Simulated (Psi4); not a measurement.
# C2H3Ge (SMILES [C]#[C][GeH3]): a chain of runs

We compute a geometry optimisation (UBP86/def2-SVP), then the harmonic vibrations of C2H3Ge. 

The calculation is run with Psi4 1.11.

## 1. Starting point

C2H3Ge: 6 atoms, total charge 0, spin state doublet. As SMILES, `[C]#[C][GeH3]`. The shape is that of a PBE0-D4/def2-TZVP optimisation. The run starts from this shape.

Bond lengths: C1–C2 1.211 Å, C2–Ge3 1.905 Å, Ge3–H4 1.532 Å, Ge3–H5 1.532 Å, Ge3–H6 1.532 Å. Angles: C1–C2–Ge3 180.0°, C2–Ge3–H4 108.1°, C2–Ge3–H5 108.1°, C2–Ge3–H6 108.1°, H4–Ge3–H5 110.8°, H4–Ge3–H6 110.8°, H5–Ge3–H6 110.8°.

## 2. A structure relaxation at UBP86/def2-SVP (density fitting) (run 1)

c2h3ge.inp reads:

```
memory 1600 MB

molecule geom {
  0 2
  C      2.00877887    -3.76754697     2.13009929
  C      1.04842005    -1.96418133     1.09906471
  Ge    -0.46147112     0.87135272    -0.52477694
  H     -2.80076309    -0.05310130    -1.95756729
  H      1.48097836     2.00254277    -2.34874060
  H     -1.19619664     2.78999165     1.51442652
  units bohr
}

set {
  basis def2-SVP
  reference uks
  geom_maxiter 60
}

result, w = opt("bp86", return_wfn=True)
print_variables()
```

On the command line:

```bash
$ psi4 c2h3ge.inp c2h3ge.out -n 1
```

c2h3ge.out:

```text
[...]
  Running in c1 symmetry.
[...]
  Nuclear repulsion =  141.342199970845741
[...]
  Multiplicity = 2
[...]
  Nalpha       = 24
  Nbeta        = 23
[...]
    Number of basis functions: 75
[...]
   @DF-UKS iter   1: -2153.13226116817441   -1.62252e+00   3.37194e-02 ADIIS/DIIS
[...]
   @DF-UKS iter   9: -2154.76433914154086   -1.59162e-11   6.54815e-09 DIIS
[...]
   @S^2 Observed:                7.715970381E-01
[...]
    Orbital Energies [Eh]
    ---------------------
    Alpha Occupied:
       1A   -397.169311     2A    -49.197913     3A    -43.824441
       4A    -43.823690     5A    -43.823690     6A     -9.975522
       7A     -9.932826     8A     -5.997939     9A     -4.217392
      10A     -4.214929    11A     -4.214929    12A     -1.124578
      13A     -1.122415    14A     -1.122415    15A     -1.120023
      16A     -1.120022    17A     -0.681342    18A     -0.544086
      19A     -0.391125    20A     -0.331172    21A     -0.331170
      22A     -0.328727    23A     -0.267628    24A     -0.267628
    Alpha Virtual:
      25A     -0.041533    26A     -0.041529    27A      0.002910
[...]
  @DF-UKS Final Energy: -2154.76433914154086
   => Energetics <=
    Nuclear Repulsion Energy =            139.9335663651121706
    One-Electron Energy =               -3275.4683716916465528
    Two-Electron Energy =                1071.8383824857028230
    DFT Exchange-Correlation Energy =     -91.0679163007095411
    Empirical Dispersion Energy =           0.0000000000000000
    VV10 Nonlocal Energy =                  0.0000000000000000
    Total Energy =                      -2154.7643391415408587
[...]
 Multipole Moments:
 ------------------------------------------------------------------------------------
     Multipole            Electronic (a.u.)      Nuclear  (a.u.)        Total (a.u.)
 ------------------------------------------------------------------------------------
 L = 1.  Multiply by 2.5417464519 to convert [e a0] to [Debye]
 Dipole X            :         -1.2554205            1.0481483           -0.2072722
 Dipole Y            :          2.3575971           -1.9683729            0.3892242
 Dipole Z            :         -1.3492140            1.1267529           -0.2224611
 Magnitude           :                                                    0.4939091
[...]
  -Total Gradient:
     Atom            X                  Y                   Z
    ------   -----------------  -----------------  -----------------
       1        0.000021131757    -0.000039998328     0.000028384692
       2       -0.000033706239     0.000064763499    -0.000048937991
       3        0.000023751335    -0.000044328536     0.000032971038
       4        0.000007268104     0.000020630682     0.000001911486
       5       -0.000020458445     0.000006406007     0.000005361966
       6       -0.000004497061     0.000001856907    -0.000022047408
[...]
    Final optimized geometry and variables:
    Molecular point group: c1
    Full point group: C1
    Geometry (in Bohr), charge = 0, multiplicity = 2:
    C            2.033423615112    -3.818701025214     2.185598150895
    C            1.053005282821    -1.977599690564     1.132877108923
    GE          -0.466274367344     0.875660239516    -0.501325387067
    H           -2.828600956416    -0.050567738181    -1.949513502527
    H            1.489329127785     2.022565907443    -2.344126943576
    H           -1.210373495893     2.816305565542     1.551954165281
  Variable Map:
  ----------------------------------------------------------------------------
  "CURRENT ENERGY"              =>   -2154.764339141541
  "CURRENT REFERENCE ENERGY"    =>   -2154.764339141541
[...]
```

The script printed:

```text
Optimizer: Optimization complete!
```

Run time: 14 s. Hardware: 1 thread of AMD EPYC 9R45 (Zen 5), shared host; peak memory 0.5 GiB.

Step by step:

| step | energy from the first frame kept (eV) | largest force (eV/Å) |
| --- | --- | --- |
| 0 | 0.0000 | 2.4527 |
| 1 | -0.0369 | 0.0211 |
| 2 | -0.0369 | 0.0045 |

After the run. Bond lengths: C1–C2 1.236 Å, C2–Ge3 1.917 Å, Ge3–H4 1.546 Å, Ge3–H5 1.546 Å, Ge3–H6 1.546 Å. Angles: C1–C2–Ge3 180.0°, C2–Ge3–H4 108.2°, C2–Ge3–H5 108.2°, C2–Ge3–H6 108.2°, H4–Ge3–H5 110.7°, H4–Ge3–H6 110.7°, H5–Ge3–H6 110.7°.

## 3. Vibrational wavenumbers at UBP86/def2-SVP (density fitting) (run 2)

input.dat reads:

```
memory 1.6 GB

molecule {
  0 2
  C      1.076242    -2.018635     1.141597
  C      0.557427    -1.044366     0.584521
  Ge    -0.246541     0.465514    -0.280261
  H     -1.496631    -0.024625    -1.046609
  H      0.788319     1.072430    -1.255430
  H     -0.640302     1.492459     0.806287
  units angstrom
}

set globals {
  reference uks
  t 298.15
  rotational_symmetry_number 3
}

e_tot = freq("bp86/def2-SVP")
```

On the command line:

```bash
$ psi4 input.dat output.dat -n 1
```

output.dat, shortened:

```text
[...]
  Running in c1 symmetry.
[...]
  Nuclear repulsion =  139.933586921834291
[...]
  Multiplicity = 2
[...]
  Nalpha       = 24
  Nbeta        = 23
[...]
    Number of basis functions: 75
[...]
   @DF-UKS iter   1: -2153.13783129796684   -1.67762e+00   3.36864e-02 ADIIS/DIIS
[...]
   @DF-UKS iter  17: -2154.76433828887548   -5.00222e-12   4.22062e-09 DIIS
[...]
   @S^2 Observed:                7.715961772E-01
[...]
  @DF-UKS Final Energy: -2154.76433828887548
   => Energetics <=
    Nuclear Repulsion Energy =            139.9523194358792466
    One-Electron Energy =               -3275.5064267806492353
    Two-Electron Energy =                1071.8581969741876492
    DFT Exchange-Correlation Energy =     -91.0684279182931249
    Empirical Dispersion Energy =           0.0000000000000000
    VV10 Nonlocal Energy =                  0.0000000000000000
    Total Energy =                      -2154.7643382888754786
[...]
 Multipole Moments:
[...]
  -Total Gradient:
     Atom            X                  Y                   Z
    ------   -----------------  -----------------  -----------------
       1        0.000025748996    -0.000046730479     0.000026463476
       2       -0.000024485879     0.000070337037    -0.000062706045
       3        0.000146087095     0.000300414289     0.000080664611
       4       -0.000015563340     0.000025729174     0.000023302914
       5       -0.000249608827    -0.000104019032     0.000287075407
       6        0.000112354027    -0.000231779740    -0.000358210463
[...]
  ==> Harmonic Vibrational Analysis <==
[...]
  Freq [cm^-1]                167.9054i           167.4837i            502.8262
[...]
  IR activ [km/mol]            12.3115             12.5351             55.4211
[...]
  Freq [cm^-1]                 542.2755            542.7009            813.2111
[...]
  IR activ [km/mol]             0.1813              0.1753             148.9950
[...]
  Freq [cm^-1]                 847.3316            848.2006           2071.9106
[...]
  IR activ [km/mol]            47.3171             47.5837              1.0965
[...]
  Freq [cm^-1]                2098.6875           2105.8181           2105.9756
[...]
  IR activ [km/mol]            47.2770             81.1342             81.2664
[...]
  Total E_0, Enthalpy at 0 [K]                                                        -2154.73591017 [Eh]
[...]
  Total H, Enthalpy at  298.15 [K]                                                    -2154.73131475 [Eh]
[...]
```

On the terminal:

```text
Warning: thermodynamics relations excluded imaginary frequencies: ['167.9054i' '167.4837i']
Warning: used thermodynamics relations inappropriate for low-frequency modes: ['502.8262' '542.2755' '542.7009']
```

Run time: 2.6 min. Hardware: 1 thread of AMD EPYC 9R45 (Zen 5), shared host; peak memory 0.54 GiB.

## 4. Outcome

```
                                                 quantity                  value
           run 1, UBP86/def2-SVP: total energy at the end         -2154.76434 Eh
                     run 1, UBP86/def2-SVP: dipole moment                 1.26 D
run 1, UBP86/def2-SVP: HOMO energy (highest over α and β)               -6.95 eV
 run 1, UBP86/def2-SVP: LUMO energy (lowest over α and β)               -6.00 eV
                              run 1, UBP86/def2-SVP: ⟨S²⟩                  0.772
        run 2, UBP86/def2-SVP: lowest harmonic wavenumber  168i cm⁻¹ (imaginary)
       run 2, UBP86/def2-SVP: highest harmonic wavenumber              2106 cm⁻¹
```

**Reading.** The optimisation (run 1, UBP86/def2-SVP) took 3 steps and changed the energy by -0.037 eV. 2 modes are imaginary (lowest 168i cm⁻¹): a higher-order saddle point, unless the integration grid spoils the Hessian.
